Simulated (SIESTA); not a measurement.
Runs of SIESTA 5.4.2 on CsLiCr2Te2S3. Symmetry: Cm, No. 8, monoclinic system. Conventional cell: a = 6.843 Å, b = 10.361 Å, c = 7.978 Å, α = 90.00°, β = 111.21°, γ = 90.00°. Cs (site symmetry m) is surrounded by 5 S at 3.58 to 3.92 Å and 1 Li at 4.01 Å. Li (site symmetry m) has 3 S at 2.42 to 2.56 Å as nearest neighbours. Around Cr (site symmetry 1) lie 3 S at 2.20 to 2.25 Å and 1 Te at 2.51 Å. Te (site symmetry 1) is surrounded by 1 Cr at 2.51 Å. S (site symmetry 1) has 2 Cr at 2.24 to 2.25 Å and 1 Li at 2.56 Å as nearest neighbours. S (site symmetry m) is surrounded by 2 Cr at 2.20 Å and 1 Li at 2.42 Å. The cell was built by a generator and needn't be a form met in nature.

```csv
level,potentials or basis,gap on the mesh (eV),pressure (GPa),moment (μB),largest force (eV/Å)
RPBE,"PseudoDojo 0.4 standard (PBE files), DZP (energy shift 0.003 Ry; two zetas on semicore shells; d shell added on Cs)",none,(a),(b),0.39
BLYP,"PseudoDojo 0.4 standard (PBE files), DZP (energy shift 0.003 Ry; two zetas on semicore shells; d shell added on Cs)",none,2.7,4.01,0.42
AM05,"PseudoDojo 0.4 standard (PBEsol files), DZP (energy shift 0.003 Ry; two zetas on semicore shells; d shell added on Cs)",none,(d),4.01,0.26
LDA,"PseudoDojo 0.4 standard (LDA files), DZP (energy shift 0.003 Ry; two zetas on semicore shells; d shell added on Cs)",none,-3.4,4.01,0.45
PBEsol,"PseudoDojo 0.4 standard (PBEsol files), DZP (energy shift 0.003 Ry; two zetas on semicore shells; d shell added on Cs)",none,-1.6,4.01,(c)
```

Alike in all rows: task band structure; spin collinear, ferromagnetic start; cell as given; k mesh 5 × 5 × 4; smearing fermi-dirac 0.05 eV; grid cutoff 800 Ry; energy shift 0.003 Ry.

Estimate the missing entries.

(a) 2.1; (b) 4.02; (c) 0.20; (d) -1.3.

Caveats: spin-orbit coupling is left out, which moves the levels of the heavy elements; the basis of atomic orbitals isn't converged, which shifts pressures, moduli and gaps; only a ferromagnetic start was run, and an antiferromagnetic order may lie lower in energy; the potentials were made for another functional, which shifts forces and pressure (some runs).

A k mesh can miss the band edges, and the runs leave out spin-orbit coupling on Cs, Te.

A gap of «none» marks a metal or a gap under the smearing width.

Runs at the PBE level aren't shown here.
